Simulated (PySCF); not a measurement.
# [C2H6BO2]− (SMILES [BH2-]1OCCO1): levels of theory compared

Wanted: a comparison of 4 runs (HF/STO-3G, HF/def2-SVP, B3LYP/6-31+G*, B3LYP/6-311+G**) of [C2H6BO2]−. The job is set up through a Python script.

The results are computed with PySCF 2.14.0.

### 1 Starting point

[C2H6BO2]− has 11 atoms, charge -1, and is taken as a singlet. As SMILES, `[BH2-]1OCCO1`. The coordinates come from a GFN2-xTB relaxation. This is one conformer, not always the lowest.

Bond lengths: B1–O2 1.525 Å, O2–C3 1.375 Å, C3–C4 1.538 Å, B1–O5 1.525 Å, C4–O5 1.375 Å, B1–H6 1.220 Å, B1–H7 1.222 Å, C3–H8 1.106 Å, C3–H9 1.114 Å, C4–H10 1.106 Å, C4–H11 1.114 Å. Some angles: B1–O2–C3 107.2°, O2–B1–O5 104.3°, O2–C3–C4 105.9°, C3–C4–O5 105.9°, B1–O5–C4 107.1°, O2–B1–H6 111.6°, O2–B1–H7 108.8°, O5–B1–H6 108.9°, O5–B1–H7 111.6°, O2–C3–H8 110.6°.

### 2 Energy and gradient at HF/STO-3G (run 1)

Input file calc.py:

```python
import pyscf.grad
from pyscf import gto

mol = gto.Mole()
mol.atom = [
    ('B', (-0.751730, 1.195980, -0.217620)),
    ('O', (-1.055930, 0.063740, 0.757630)),
    ('C', (0.050920, -0.751170, 0.791440)),
    ('C', (0.765470, -0.545800, -0.554600)),
    ('O', (0.539160, 0.764380, -0.904370)),
    ('H', (-0.555470, 2.250380, 0.364860)),
    ('H', (-1.674370, 1.289190, -1.013360)),
    ('H', (-0.246760, -1.803930, 0.952600)),
    ('H', (0.741360, -0.466170, 1.618210)),
    ('H', (1.850860, -0.748160, -0.489410)),
    ('H', (0.336470, -1.248430, -1.305380)),
]
mol.max_memory = 1860
mol.charge = -1
mol.basis = 'sto-3g'
mol.verbose = 4
mol.spin = 0
mol.build()

calc0 = mol.RHF()
calc0.conv_tol = 1e-10
calc0.kernel()
if not calc0.converged:
    calc0 = calc0.newton().run(calc0.mo_coeff, calc0.mo_occ)

e_tot = calc0.e_tot
print('Final energy', e_tot)
grad = calc0.Gradients().kernel()
calc0.analyze()
```

Launch:

```bash
$ OMP_NUM_THREADS=1 python calc.py
```

Log:

```text
PySCF version 2.14.0

[... 78 lines left out ...]
Nuclear Repulsion Energy =             179.777584467028618
[... 6 lines left out ...]
MO #1   energy= -19.9289447321182  occ= 2
[... 4 lines left out ...]
MO #6   energy= -1.04887661146766  occ= 2
[... 4 lines left out ...]
MO #11  energy= -0.401118174940923 occ= 2
[... 4 lines left out ...]
MO #16  energy= -0.19117760057167  occ= 2
[... 4 lines left out ...]
MO #21  energy= 0.789039146505581  occ= 0
[... 4 lines left out ...]
MO #26  energy= 0.958274028959419  occ= 0
[... 4 lines left out ...]
MO #31  energy= 1.09003789273144   occ= 0
[... 46 lines left out ...]
WARN: System has nonzero charge -1; the dipole moment is origin-dependent.
Location of origin: [0. 0. 0.]

Dipole moment(X, Y, Z, Debye):  2.69098, -4.28018,  0.77569
```

Run time: 2 s. Hardware: 1 thread of Intel Xeon at 2.70GHz, shared host; peak memory 0.12 GiB.

### 3 Energy and gradient at HF/def2-SVP (run 2)

Input file calc.py:

```python
# [BH2-]1OCCO1
from pyscf import gto, scf

mol = gto.M(
    atom='''
B     -0.751730     1.195980    -0.217620
O     -1.055930     0.063740     0.757630
C      0.050920    -0.751170     0.791440
C      0.765470    -0.545800    -0.554600
O      0.539160     0.764380    -0.904370
H     -0.555470     2.250380     0.364860
H     -1.674370     1.289190    -1.013360
H     -0.246760    -1.803930     0.952600
H      0.741360    -0.466170     1.618210
H      1.850860    -0.748160    -0.489410
H      0.336470    -1.248430    -1.305380
''',
    charge=-1,
    basis='def2-svp',
    max_memory=1860,
    verbose=4,
    spin=0,
)

mf = scf.RHF(mol)
mf.conv_tol = 1e-10
mf.kernel()
if not mf.converged:
    mf = mf.newton().run(mf.mo_coeff, mf.mo_occ)

energy = mf.e_tot
print('E = %.10f Eh' % energy)
grad = mf.nuc_grad_method().kernel()
dip = mf.dip_moment()
pop, q = mf.mulliken_pop()
```

Launch:

```bash
$ OMP_NUM_THREADS=1 python calc.py
```

Log:

```text
PySCF version 2.14.0

[... 65 lines left out ...]
converged SCF energy = -253.48346799987
[... 13 lines left out ...]
WARN: System has nonzero charge -1; the dipole moment is origin-dependent.
[... 2 lines left out ...]
Dipole moment(X, Y, Z, Debye):  3.07262, -4.88405,  0.88680
[... 112 lines left out ...]
charge of   10H =     -0.05847
```

Run time: 11 s. Hardware: 1 thread of Intel Xeon at 2.70GHz, shared host; peak memory 0.21 GiB.

### 4 Energy and gradient at B3LYP/6-31+G(d) (spherical functions) (run 3)

Input file geometry.xyz:

```xyz
11

B     -0.751730     1.195980    -0.217620
O     -1.055930     0.063740     0.757630
C      0.050920    -0.751170     0.791440
C      0.765470    -0.545800    -0.554600
O      0.539160     0.764380    -0.904370
H     -0.555470     2.250380     0.364860
H     -1.674370     1.289190    -1.013360
H     -0.246760    -1.803930     0.952600
H      0.741360    -0.466170     1.618210
H      1.850860    -0.748160    -0.489410
H      0.336470    -1.248430    -1.305380
```

Input file run.py:

```python
# [BH2-]1OCCO1
import pyscf.grad
from pyscf import gto, dft

system = gto.M(
    atom='geometry.xyz',
    max_memory=1860,
    verbose=4,
    spin=0,
    basis='6-31+g*',
    charge=-1,
)

calc0 = dft.RKS(system, xc='b3lyp')
calc0.conv_tol = 1e-10
calc0.grids.level = 5
calc0.kernel()
if not calc0.converged:
    calc0 = calc0.newton().run(calc0.mo_coeff, calc0.mo_occ)

e_final = calc0.e_tot
print('E = %.10f Eh' % e_final)
grad = calc0.Gradients().kernel()
calc0.analyze()
```

Launch:

```bash
$ OMP_NUM_THREADS=1 python run.py
```

Log:

```text
PySCF version 2.14.0

[... 99 lines left out ...]
Two-electron Energy =                  276.702956240216395
[... 14 lines left out ...]
MO #11  energy= -0.311125536837313 occ= 2
[... 12 lines left out ...]
MO #24  energy= 0.172862098152557  occ= 0
[... 12 lines left out ...]
MO #37  energy= 0.397628243453213  occ= 0
[... 12 lines left out ...]
MO #50  energy= 0.553544971555916  occ= 0
[... 12 lines left out ...]
MO #63  energy= 1.13272142331159   occ= 0
[... 12 lines left out ...]
MO #76  energy= 1.63967592786064   occ= 0
[... 12 lines left out ...]
MO #89  energy= 2.26937467960041   occ= 0
[... 12 lines left out ...]
MO #102 energy= 3.1696135229055    occ= 0
[... 117 lines left out ...]
WARN: System has nonzero charge -1; the dipole moment is origin-dependent.
Location of origin: [0. 0. 0.]

Dipole moment(X, Y, Z, Debye):  2.87132, -4.56197,  0.82885
```

It took 62 s on 1 thread of Intel Xeon at 2.70GHz, shared host; peak memory 1 GiB.

### 5 Energy and forces at B3LYP/6-311+G(d,p) (run 4)

Input file input.py:

```python
from pyscf import gto, dft

system = gto.Mole()
system.atom = '''
B   -0.751730   1.195980  -0.217620
O   -1.055930   0.063740   0.757630
C    0.050920  -0.751170   0.791440
C    0.765470  -0.545800  -0.554600
O    0.539160   0.764380  -0.904370
H   -0.555470   2.250380   0.364860
H   -1.674370   1.289190  -1.013360
H   -0.246760  -1.803930   0.952600
H    0.741360  -0.466170   1.618210
H    1.850860  -0.748160  -0.489410
H    0.336470  -1.248430  -1.305380
'''
system.charge = -1
system.max_memory = 1860
system.basis = '6-311+g**'
system.verbose = 3
system.build()

mf = dft.RKS(system, xc='b3lyp')
mf.conv_tol = 1e-10
mf.grids.level = 5
mf.kernel()
if not mf.converged:
    mf = mf.newton().run(mf.mo_coeff, mf.mo_occ)

e_final = mf.e_tot
print('E(%s) = %.9f' % ('B3LYP', e_final))
grad = mf.nuc_grad_method().kernel()
mf.analyze()
```

Launch:

```bash
$ OMP_NUM_THREADS=1 python input.py
```

Log:

```text
converged SCF energy = -255.275611408297
[... 19 lines left out ...]
MO #10  energy= -0.328810242904839 occ= 2
[... 16 lines left out ...]
MO #27  energy= 0.186516438150268  occ= 0
[... 16 lines left out ...]
MO #44  energy= 0.414715593203532  occ= 0
[... 16 lines left out ...]
MO #61  energy= 0.781638360734618  occ= 0
[... 16 lines left out ...]
MO #78  energy= 1.38875302985158   occ= 0
[... 16 lines left out ...]
MO #95  energy= 1.97455761846185   occ= 0
[... 16 lines left out ...]
MO #112 energy= 2.7585284908034    occ= 0
[... 16 lines left out ...]
MO #129 energy= 3.78132918674582   occ= 0
[... 16 lines left out ...]
MO #146 energy= 50.1513746237406   occ= 0
[... 13 lines left out ...]
WARN: System has nonzero charge -1; the dipole moment is origin-dependent.
Location of origin: [0. 0. 0.]

Dipole moment(X, Y, Z, Debye):  2.86469, -4.55226,  0.82667
```

Run time: 1.8 min. Hardware: 1 thread of Intel Xeon at 2.70GHz, shared host; peak memory 1.7 GiB.

### 6 Overview of the runs

```
run                                level  integration grid  energy (Eh)  HOMO energy (eV)  LUMO energy (eV)  HOMO–LUMO gap (eV)  wall time
  1                            HF/STO-3G                 –  -250.327310             -0.87             21.47               22.34        2 s
  2                          HF/def2-SVP                 –  -253.483468             -4.24              9.27               13.51       11 s
  3  B3LYP/6-31+G* (spherical functions)                 5  -255.205809             -0.75              3.61                4.36       62 s
  4                      B3LYP/6-311+G**                 5  -255.275611             -0.79              3.55                4.34    1.8 min
```

### 7 Outcome

| quantity | value |
| --- | --- |
| run 4: total energy | -255.27561 Eh |
| run 4: HOMO energy | -0.79 eV |
| run 4: LUMO energy | 3.55 eV |
| run 4: HOMO–LUMO gap (to an unbound level, set by the basis) | 4.34 eV |
| run 4: largest force on an atom | 0.776 eV/Å |

The HOMO–LUMO gap runs from 4.34 eV (B3LYP/6-311+G**) to 22.34 eV (HF/STO-3G). The two ends differ in method and basis. The empty levels of an anion lie above zero and hang on the basis. In run 1 the basis is minimal, so the values are rough. All runs together took 3 min, the longest 1.8 min.
